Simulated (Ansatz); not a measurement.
# Ti6Al6O: the cost of one run

Program: Ansatz 0.2.0. Level of theory: DFT PBE, scalar-relativistic, plane waves, PAW. These are calculated values, not measurements.

5 further runs of the same task are left out: 5 set aside as unsound or not needed. Runs told in other sessions of the task aren't counted.

### 1 The structure to begin with

It takes space group P1 (No. 1, triclinic). Conventional cell: a = 4.958 Å, b = 5.644 Å, c = 20.187 Å, α = 90.00°, β = 90.00°, γ = 90.00°. Ti (site symmetry 1) has 3 Ti at 2.78 to 2.82 Å and 6 Al at 2.84 to 2.85 Å in its first shell of neighbours. Al (site symmetry 1) has 3 Al at 2.77 to 2.82 Å and 6 Ti at 2.85 to 2.86 Å in its first shell of neighbours. Ti (site symmetry 1) has 4 Ti at 2.74 to 2.82 Å and 8 Al at 2.84 to 2.91 Å in its first shell of neighbours. Around Al (site symmetry 1) lie 4 Al at 2.77 to 2.87 Å and 8 Ti at 2.80 to 2.86 Å. Only part of the 13 independent sites is listed.

Structure file:

```xyz
13
Lattice="5.6437 0.0000 0.0000 0.0000 4.9580 0.0000 0.0000 0.0000 20.1872" Properties=species:S:1:pos:R:3 pbc="T T T"
Ti    0.0000    1.6061    4.0000
Ti    2.8219    1.6061    4.0000
Al    1.4109    4.0851    4.0000
Al    4.2328    4.0851    4.0000
Ti    0.0000    3.1615    6.3056
Ti    2.8219    3.1615    6.3056
Al    1.4109    0.6950    6.2848
Al    4.2328    0.6950    6.2848
Ti    0.0000    4.7572    8.5305
Ti    2.8219    4.7572    8.5305
Al    1.4109    2.2635    8.6872
Al    4.2328    2.2635    8.6872
O     1.8812    2.2635   10.3082
```

This is the geometry of the first run shown, built on a cell relaxed beforehand with the same method.

### 2 Plan of the line

Atoms count from 1 in the order of the input.

O is moved over the surface cell; relaxed at each place: the height of the adsorbate's atoms; substrate rigid; the origin of the map has the adsorbate above Al11.

- position of O13 along the first surface vector, from above Al11: 6 values from 0.000 to 0.833, periodic
- position of O13 along the second surface vector, from above Al11: 6 values from 0.000 to 0.833, periodic

Relaxed at each point: the height of the adsorbate's atoms; substrate rigid. Points are written as (first, second).

The two vectors of the plane (Å): (2.822, 0.000, 0.000); (0.000, 4.958, 0.000).

### 3 Point (1/6, 0/6) of the map's two axes

The input, input.yaml:

```yaml
crystal:
  lattice:
    - [5.6437148484, 0.0, 0.0]
    - [0.0, 4.9580382204, 0.0]
    - [0.0, 0.0, 20.1871504474]
  atoms:
    - { symbol: Ti, position: [0.0, 0.32392942, 0.1981458458] }
    - { symbol: Ti, position: [0.5, 0.32392942, 0.1981458458] }
    - { symbol: Al, position: [0.25, 0.82392942, 0.1981458458] }
    - { symbol: Al, position: [0.75, 0.82392942, 0.1981458458] }
    - { symbol: Ti, position: [0.0, 0.6376472306, 0.3123548628] }
    - { symbol: Ti, position: [0.5, 0.6376472306, 0.3123548628] }
    - { symbol: Al, position: [0.25, 0.140167878, 0.3113266804] }
    - { symbol: Al, position: [0.75, 0.140167878, 0.3113266804] }
    - { symbol: Ti, position: [0.0, 0.9594831303, 0.4225709853] }
    - { symbol: Ti, position: [0.5, 0.9594831303, 0.4225709853] }
    - { symbol: Al, position: [0.25, 0.4565330473, 0.4303306933] }
    - { symbol: Al, position: [0.75, 0.4565330473, 0.4303306933] }
    - { symbol: O, position: [0.3333333333, 0.4565330473, 0.5106314441] }
basis:
  ecutwfc: 420
kpoints:
  mp_grid: { grid: [5, 6, 1] }
hamiltonian:
  xc: pbe
  pseudopotentials: { kind: paw, azcp: { folder: soft_1 } }
scf:
  occupations: { method: gaussian, width: 0.1 }
output:
  forces: true
  eigenvalues: true
relax:
  adjacent_minimum: "off"
  f_tol: 0.025
  max_steps: 16
  constraints:
    - { sites: [0, 1, 2, 3, 4, 5, 6, 7, 8, 9, 10, 11] }
    - { sites: [12], fix: xy }
efield:
  axis: 3
  dipole_correction: true
  ramp_width: 0.04
```

The run is started by

```sh
> ansatz run input.yaml --threads 4 --pin off --max-ram 12288MiB --backend cpu --events-out ev --progress --plain --runs-dir out
```

**Question.** How long does this run take on 4 threads of Intel Xeon 6975P-C (Granite Rapids), shared host, and how much memory does it need?

About 50 s, with a peak of 1.3 GiB.
